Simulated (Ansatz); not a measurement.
Task: a short molecular-dynamics run of ClH2Sn, SMILES [Cl][SnH2], with Ansatz's Python interface. Give the script and its output. Settings: B3LYP, def2-SVP basis, multiplicity 2.

Input file `clh2sn.xyz`:
```text
4

Cl   -1.92000    0.35910   -0.61860
Sn    0.30290   -0.15200   -0.37750
H     0.42580   -1.50440    0.70550
H     1.24670    1.23710    0.27030
```

`run_md.py`:
```python
'''A short Born-Oppenheimer trajectory of ClH2Sn.'''

import ansatz as az
import numpy as np

system = az.Crystal.molecule_from_extxyz('clh2sn.xyz')

calc = (
    system.calculation()
    .basis(gaussian='def2-SVP')
    .functional('b3lyp')
    .spin('collinear', total=1)
    .md('nvt_langevin', timestep=0.5, steps=40, temperature=800, initial_velocities='maxwell_boltzmann', seed=38, friction=0.02)
)
frames = []
calc.session().plan().execute(on_event=lambda e: frames.append(e['data']) if e['event'] == 'md_step' else None)
print('t (fs)   E_pot (eV)      E_kin (eV)   T (K)   d(0-1) (A)')
for f in frames[::3]:
    xyz = np.array(f['positions_ang'])
    print(f'{f["time_fs"]:6.2f} {f["lagrangian_ev"]:14.5f} {f["e_kin_ev"]:10.5f} {f["temperature_k"]:8.1f} {np.linalg.norm(xyz[0] - xyz[1]):9.4f}')
print('mean temperature', round(float(np.mean([f['temperature_k'] for f in frames])), 1), 'K')
```

```console
$ python run_md.py
t (fs)   E_pot (eV)      E_kin (eV)   T (K)   d(0-1) (A)
  0.00   -18384.81877    0.31022    600.0    2.2936
  1.50   -18384.81589    0.29318    567.0    2.3041
  3.00   -18384.80817    0.23498    454.5    2.3159
  4.50   -18384.79872    0.20357    393.7    2.3272
  6.00   -18384.78726    0.28343    548.2    2.3390
  7.50   -18384.75608    0.29509    570.7    2.3514
  9.00   -18384.73205    0.26399    510.6    2.3655
 10.50   -18384.71038    0.25832    499.6    2.3786
 12.00   -18384.73419    0.30572    591.3    2.3927
 13.50   -18384.79735    0.39973    773.1    2.4071
 15.00   -18384.84105    0.44567    862.0    2.4200
 16.50   -18384.84114    0.45734    884.5    2.4324
 18.00   -18384.82217    0.33444    646.8    2.4450
 19.50   -18384.81914    0.32807    634.5    2.4572
mean temperature 614.8 K
```

Notes:
- Total energies depend on the basis set; only differences at equal settings carry meaning.
- The trajectory is only some femtoseconds long, so its temperature is not equilibrated; where the script doesn't relax first, it starts from a rough generated geometry.
- def2 sets replace the cores of elements past krypton by effective core potentials.
- The species is open-shell (spin multiplicity 2).
- b3lyp holds the VWN-RPA fit, as in Gaussian; the form of ORCA and Turbomole is b3lyp5.
- The printed temperature counts all 3N degrees of freedom under Langevin dynamics, so the first row lies under the target.
- Timing: 60 s on 1 thread of Intel(R) Xeon(R) 6975P-C (Granite Rapids), with other jobs on the host, peak memory 0.22 GiB.

(Lines on the test bed's own set-up are left out of the output.)
